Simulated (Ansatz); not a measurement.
# H3NaSiTe (SMILES [Na][SiH2][TeH]): functionals against CCSD(T) at one geometry

How do the functionals fare away from a minimum? The structure is a structure displaced at random from a GFN2-xTB minimum.

Method: single points in def2-TZVPP; program: Ansatz 0.2.0, Gaussian basis.

Cores are frozen in the correlated methods. Filled d shells of the heavier atoms are correlated. Core potentials replace the inner electrons past krypton, and spin-orbit coupling is left out. The outer core shell of Li, Na, Mg and K is correlated. B3LYP uses VWN-RPA correlation.

## Step 1: Starting geometry

SMILES `[Na][SiH2][TeH]`, 6 atoms, charge 0, spin multiplicity 1.

Atoms are counted from 1 here; the program's logs count them from 0.

Bond lengths: Na1–Si2 2.686 Å, Si2–Te3 2.568 Å, Si2–H4 1.510 Å, Si2–H5 1.509 Å, Te3–H6 1.678 Å. Angles: Na1–Si2–Te3 97.1°, Na1–Si2–H4 125.4°, Na1–Si2–H5 133.8°, Te3–Si2–H4 93.0°, Te3–Si2–H5 104.2°, H4–Si2–H5 94.2°, Si2–Te3–H6 88.5°.

Geometry (Å):

| atom | x (Å) | y (Å) | z (Å) |
| --- | --- | --- | --- |
| Na1 | -2.4341 | 0.5930 | 0.5301 |
| Si2 | -0.2467 | -0.4559 | -0.6226 |
| Te3 | 1.4421 | 0.3006 | 1.1584 |
| H4 | 0.1827 | -1.9004 | -0.5294 |
| H5 | 0.4629 | -0.2131 | -1.9319 |
| H6 | 0.5382 | 1.6997 | 1.3584 |

## Step 2: CCSD(T)/def2-TZVPP

The input, run/in.yaml:

```yaml
crystal:
  periodic: [false, false, false]
  atoms:
    - {symbol: Na, position_ang: [-2.434100, 0.593000, 0.530100]}
    - {symbol: Si, position_ang: [-0.246700, -0.455900, -0.622600]}
    - {symbol: Te, position_ang: [1.442100, 0.300600, 1.158400]}
    - {symbol: H, position_ang: [0.182700, -1.900400, -0.529400]}
    - {symbol: H, position_ang: [0.462900, -0.213100, -1.931900]}
    - {symbol: H, position_ang: [0.538200, 1.699700, 1.358400]}
basis:
  gaussian: {orbitals: def2-TZVPP}
correlation: {method: ccsd_t}
output: {forces: true}
```

The command line of these runs was not kept.

## Step 3: PBE0-D4/def2-TZVPP

Edit run/in.yaml of step 2 so:

```diff
@@ -11,3 +11,3 @@
   gaussian: {orbitals: def2-TZVPP}
-correlation: {method: ccsd_t}
-output: {forces: true}
+hamiltonian: {xc: pbe0, dispersion: d4}
+output: {forces: true, orbitals: {seedname: orbitals}}
```

## Step 4: wB97M-V/def2-TZVPP

Edit run/in.yaml of step 3 so:

```diff
@@ -11,3 +11,3 @@
   gaussian: {orbitals: def2-TZVPP}
-hamiltonian: {xc: pbe0, dispersion: d4}
-output: {forces: true, orbitals: {seedname: orbitals}}
+hamiltonian: {xc: {name: wB97M-V}}
+output: {forces: true}
```

## Step 5: r2SCAN-D4/def2-TZVPP

Edit run/in.yaml of step 4 so:

```diff
@@ -11,3 +11,3 @@
   gaussian: {orbitals: def2-TZVPP}
-hamiltonian: {xc: {name: wB97M-V}}
+hamiltonian: {xc: r2scan, dispersion: d4}
 output: {forces: true}
```

## Step 6: PBE-D4/def2-TZVPP

Edit run/in.yaml of step 5 so:

```diff
@@ -11,3 +11,3 @@
   gaussian: {orbitals: def2-TZVPP}
-hamiltonian: {xc: r2scan, dispersion: d4}
+hamiltonian: {xc: pbe, dispersion: d4}
 output: {forces: true}
```

## Step 7: wB97X-V/def2-TZVPP

Edit run/in.yaml of step 6 so:

```diff
@@ -11,3 +11,3 @@
   gaussian: {orbitals: def2-TZVPP}
-hamiltonian: {xc: pbe, dispersion: d4}
+hamiltonian: {xc: {name: wB97X-V}}
 output: {forces: true}
```

## Step 8: B3LYP-D4/def2-TZVPP

Edit run/in.yaml of step 7 so:

```diff
@@ -11,3 +11,3 @@
   gaussian: {orbitals: def2-TZVPP}
-hamiltonian: {xc: {name: wB97X-V}}
+hamiltonian: {xc: {name: B3LYP}, dispersion: d4}
 output: {forces: true}
```

(Steps that only read results are left out.)

What does the calculation give? Wanted: energy less free atoms, CCSD(T)/def2-TZVPP; RMS force component; RMS force error; HOMO and LUMO, PBE0-D4; T1 diagnostic.

As calculated:

| quantity | value |
| --- | --- |
| energy less free atoms, CCSD(T)/def2-TZVPP | -1292.4 kJ/mol |
| RMS force component | 0.200 to 0.317 eV/Å over the methods |
| RMS force error | PBE0-D4 0.065, wB97M-V 0.049, r2SCAN-D4 0.058, PBE-D4 0.166, wB97X-V 0.060, B3LYP-D4 0.079 eV/Å |
| HOMO and LUMO, PBE0-D4 | -5.20 and -1.85 eV |
| T1 diagnostic | 0.011 |

Against CCSD(T) the functionals' energies less atoms differ by -48.5 to -19.4 kJ/mol, PBE-D4 by -33.8 kJ/mol. The reference is not at the basis limit: in triple zeta CCSD(T) underbinds, which counts against methods that bind more; the gaps are no ranking. For forces wB97M-V does best and PBE-D4 worst. Frozen-core CCSD(T) forces in triple zeta carry basis errors of their own, and this is one geometry, so small gaps rank nothing.
